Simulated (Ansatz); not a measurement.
# YMn2: the cost of one run

Computed with Ansatz 0.2.0 (DFT PBE, scalar-relativistic, plane waves, PAW, unless a step's input says otherwise).

Spin polarisation is switched off on purpose; where the compound carries moments, volume, stiffness and gap are then not the real material's.

**1. Starting point**

It takes space group Fd-3m (No. 227, cubic). Conventional cell: a = 7.219 Å, b = 7.219 Å, c = 7.219 Å, α = 90.00°, β = 90.00°, γ = 90.00°. Y (site symmetry -43m) is surrounded by 12 Mn at 2.99 Å and 4 Y at 3.13 Å. Mn (site symmetry -3m) is surrounded by 6 Mn at 2.55 Å.

Structure file:

```
CELL_PARAMETERS angstrom
0.00000 3.60964 3.60964
3.60964 0.00000 3.60964
3.60964 3.60964 0.00000
ATOMIC_POSITIONS crystal
Y 0.00000 0.00000 0.00000
Y 0.25000 0.25000 0.25000
Mn 0.62500 0.62500 0.62500
Mn 0.12500 0.62500 0.62500
Mn 0.62500 0.62500 0.12500
Mn 0.62500 0.12500 0.62500
```

An earlier run at PBE left this cell at 15.677 Å³/atom and 0.08 GPa (10×10×10 mesh).

Volume factors to run: 0.980, 1.020, 0.960, 1.040.

**2. At 0.980 of the relaxed volume**

input.yaml reads:

```yaml
crystal:
  lattice:
    - [0.0, 3.585414126, 3.585414126]
    - [3.585414126, 0.0, 3.585414126]
    - [3.585414126, 3.585414126, 0.0]
  atoms:
    - { symbol: "Y", position: [0.0, 0.0, 0.0] }
    - { symbol: "Y", position: [0.25, 0.25, 0.25] }
    - { symbol: Mn, position: [0.625, 0.625, 0.625] }
    - { symbol: Mn, position: [0.125, 0.625, 0.625] }
    - { symbol: Mn, position: [0.625, 0.625, 0.125] }
    - { symbol: Mn, position: [0.625, 0.125, 0.625] }
basis:
  ecutwfc: 420
  ecutrho_ratio: 4
kpoints:
  mp_grid: { grid: [10, 10, 10] }
hamiltonian:
  xc: pbe
scf:
  occupations: { method: gaussian, width: 0.05 }
output:
  forces: true
  stress: true
  eigenvalues: true
```

Run with:

```
> ansatz run input.yaml --threads 1 --pin off --max-ram 2560MiB --backend cpu --events-out ev --progress --plain --runs-dir out
```

What time and memory should one allow on 1 thread of Arm Neoverse V2, shared host?

About 11 s, with a peak of 0.46 GiB.
